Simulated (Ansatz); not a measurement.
Crystal: ZrB.

```
CELL_PARAMETERS angstrom
0.00000 2.32500 2.32500
2.32500 0.00000 2.32500
2.32500 2.32500 0.00000
ATOMIC_POSITIONS crystal
Zr 0.00000 0.00000 0.00000
B 0.50000 0.50000 0.50000
```

- Program: Ansatz 0.2.0
- Task: relaxation of cell and atoms
- Functional: PBEsol
- Potentials or basis: Ansatz PAW
- Cutoff: 420 eV (not typed: the program's choice for these potentials)
- k mesh: 10 × 10 × 10
- Occupations: fermi-dirac, width 0.05 eV
- Spin: no spin polarisation

At the start: volume 12.57 Å³/atom.

Task: Where does the relaxation end?

Result: It ends after 7 steps and the volume is 14.36 Å³/atom (+14.3 %); space group Fm-3m (No. 225, to 0.05 Å).

Step by step:
```tsv
step	energy change (eV)	largest force (eV/Å)	volume (Å³)
1	0.0000	0.0000	25.14
2	-0.2885	0.0000	28.99
3	-0.2901	0.0000	28.76
4	-0.2902	0.0000	28.70
5	-0.2933	0.0000	28.70
6	-0.2933	0.0000	28.73
7	-0.2933	0.0000	28.73
```

Final structure:
```
Zr B
1.0
     0.00000    2.43078    2.43078
     2.43078    0.00000    2.43078
     2.43078    2.43078    0.00000
Zr B
1 1
Cartesian
  0.0000 0.0000 0.0000
  2.4308 2.4308 2.4308
```

Caveat: the plane-wave basis is chosen anew once the cell has moved, so the energies of steps on either side of that aren't comparable; the PAW data sets come from PBE, with cores solved anew for the run's functional, which leaves a small shift of forces and pressure.
